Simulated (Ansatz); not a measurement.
This script makes a ranking of polymorphs by energy of 2 structures of Cd with Ansatz 0.2.0, Python API.

The script, `polymorphs_cd.py`:
```python
"""Polymorphs of Cd, after relaxing cells and atoms."""

import warnings

import ansatz
import numpy as np
import spglib

FUNCTIONAL = "pbesol"
CUTOFF = 520
KSPACING = 0.3
OCCUPATIONS = "fermi_dirac"
SIGMA = 0.05

PHASES = {
    "Im-3m": (
        [[-1.78432, 1.78432, 1.78432], [1.78432, -1.78432, 1.78432], [1.78432, 1.78432, -1.78432]],
        [
            ("Cd", [0.0, 0.0, 0.0]),
        ],
    ),
    "R-3m": (
        [[1.60803, 0.9284, 2.44929], [-1.60803, 0.9284, 2.44929], [0.0, -1.85679, 2.44929]],
        [
            ("Cd", [0.0, 0.0, 0.0]),
        ],
    ),
}


def build(vectors, sites):
    crystal = ansatz.Crystal(lattice=ansatz.Lattice.of(vectors))
    for symbol, position in sites:
        crystal = crystal.atom(symbol, position)
    return crystal


def run_phase(name, crystal):
    calc = (
        crystal.calculation()
        .functional(FUNCTIONAL)
        .basis(CUTOFF)
        .kpoints(spacing=KSPACING)
        .occupations(OCCUPATIONS, width=SIGMA)
        .stress()
        .band_table()
    )
    calc = calc.relax(force_tolerance=0.03, cell=True)
    return calc.run(threads=1, backend="cpu")


def space_group(outcome):
    sites = outcome.report["lattice"]["sites"]
    kinds = sorted({site["symbol"] for site in sites})
    cell = (outcome.lattice.cell_ang, [site["position_frac"] for site in sites], [kinds.index(site["symbol"]) for site in sites])
    return spglib.get_spacegroup(cell, symprec=0.01)


def pressure_gpa(outcome):
    return float(np.trace(outcome.report["stress_gpa"]) / 3)


def main() -> None:
    warnings.simplefilter("ignore", ansatz.DeckWarning)

    phases = {name: build(*cell) for name, cell in PHASES.items()}

    done = {}
    for name, crystal in phases.items():
        done[name] = run_phase(name, crystal)
        print(f"{name}: {done[name].report['energy_sigma0_ev']:.4f} eV, {len(done[name].lattice.sites)} atoms")

    energy = {name: o.report["energy_sigma0_ev"] / len(o.lattice.sites) for name, o in done.items()}
    lowest = min(energy.values())
    rows = [(name, len(o.lattice.sites), 1000 * (energy[name] - lowest), space_group(o), pressure_gpa(o)) for name, o in done.items()]
    rows.sort(key=lambda row: row[2])
    print("     phase       atoms  dE (meV/atom)  space group     P (GPa)")
    for row in rows:
        print(f"{str(row[0]):>10}  {row[1]:10d}  {row[2]:13.1f}  {str(row[3]):>11}  {row[4]:10.2f}")
    print("lowest in energy:", rows[0][0])


if __name__ == "__main__":
    main()
```

Which of these structures comes out lowest, and how far apart are they?

By space group at the end of each run: R-3m (+0 meV an atom, 21.3 Å³) and Im-3m (+79 meV an atom, 21.4 Å³).

The output:

Running `python polymorphs_cd.py` prints:
```text
Im-3m: -8183.9750 eV, 1 atoms
R-3m: -8184.0538 eV, 1 atoms
     phase       atoms  dE (meV/atom)  space group     P (GPa)
      R-3m           1            0.0   R-3m (166)        0.02
     Im-3m           1           78.8  Im-3m (229)       -0.00
lowest in energy: R-3m
```

Caveats:
- Total energies depend on the potentials; only differences at equal settings carry meaning.
- For the metals among these phases the mesh is modest: differences between phases can be off by up to 40 meV an atom.
- Pressure is positive in compression.
- The cells come from databases of deposited and of computed structures, and not all need be stable phases.
- The ranking holds among these structures alone, at zero temperature; the ground state may be another structure. Differences under about 40 meV an atom lie within the error of mesh and functional.
- Run time: 15 s on 1 thread of Arm Neoverse V2, with other jobs on the host, peak memory 0.39 GiB.
